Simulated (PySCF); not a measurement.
# C₂H₅ClO₂Si: magnetic properties

Programs: PySCF 2.14.0, with routines of our own; each step states its level. All values are computed. Atoms count from 0.

## 1. The system as given

11 atoms, charge 0, multiplicity 1; geometry from: GFN2-xTB.

## 2. Magnetic properties: GIAO CAM-B3LYP/pcSseg-1

Job settings and geometry (Å):

```
{"job": {"kind": "mag", "xc": "CAM-B3LYP", "basis": "pcSseg-1", "isotopologues": 2}, "charge": 0, "multiplicity": 1}
Cl     2.993112    -0.348214     0.930614
Si     1.303278    -0.754578    -0.026580
O      0.035876    -0.806124     1.006835
C     -1.053200    -0.073486     0.517704
C     -0.523265     0.915228    -0.545657
O      0.749355     0.481717    -0.943869
H      1.403124    -1.954671    -0.833387
H     -1.528472     0.444193     1.352700
H     -1.769723    -0.768721     0.070054
H     -0.430403     1.923922    -0.132315
H     -1.174258     0.943405    -1.422063
```

Level: GIAO CAM-B3LYP/pcSseg-1 magnetisability, rotational g tensor and spin-rotation constants, non-relativistic, gas phase.

Run with:

```
$ OMP_NUM_THREADS=1 python excited_run.py task.json out
```

One launch serves the whole session: the jobs run in the order shown.

Q: Estimate the wall time and peak memory of this first job on 1 thread of Arm Neoverse V2, shared host.

About 17 s, with a peak of 0.76 GiB.
